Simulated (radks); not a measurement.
# Tb⁵⁰⁺ in [Ne] 3s2 3p2 4s1: an all-electron calculation

The task here is to estimate one member of a computed series from the others.

Method: scalar-relativistic Kohn-Sham, PBE, spin-unpolarised, spherical densities, finite nucleus. Code: radks (a radial shooting solver on a logarithmic mesh, Libxc functionals) version 1.

### What is computed

* element: terbium (Z = 65)
* charge: +50
* electrons: 15
* configuration: [Ne] 3s2 3p2 4s1
* nuclear rms radius: 5.06 fm

The outer shells:

Tb⁵⁰⁺
```
[Ne] core
3s [↑↓]
3p [↑ ][↑ ][  ]
4s [↑ ]
```

The first run:

Settings of this run:

```text
Z 65
configuration [Ne] 3s2 3p2 4s1 3d0 4p0
relativity scalar-relativistic
functional pbe,pbe
spin unpolarised
nucleus finite rms 5.06 fm
c 137.035999084
```

Started as:

```
$ python run_ks.py task.json out
```

The same process makes all the runs of this session.

One table of the session follows, with a row left open; its other results are not shown here.

It belongs to the step «Radial structure». Radial moments (bohr):

```
level      <r>  outermost maximum (interpolated)  90 % within  nodes
   1s        ?                                 ?            ?      ?
   2s  0.09032                            0.0770        0.139      1
   2p  0.07964                            0.0623        0.129      0
   3s   0.2182                             0.207        0.317      2
   3p   0.2126                             0.200        0.315      1
   3d   0.1871                             0.159        0.284      0
   4s   0.4074                             0.411        0.573      3
   4p   0.4073                             0.412        0.579      2
```

**Question.** Estimate the row for 1s.

As computed: <r>: 0.02150; outermost maximum (interpolated): 0.0136; 90 % within: 0.0389; nodes: 0. In the column «<r>» it is the lowest.
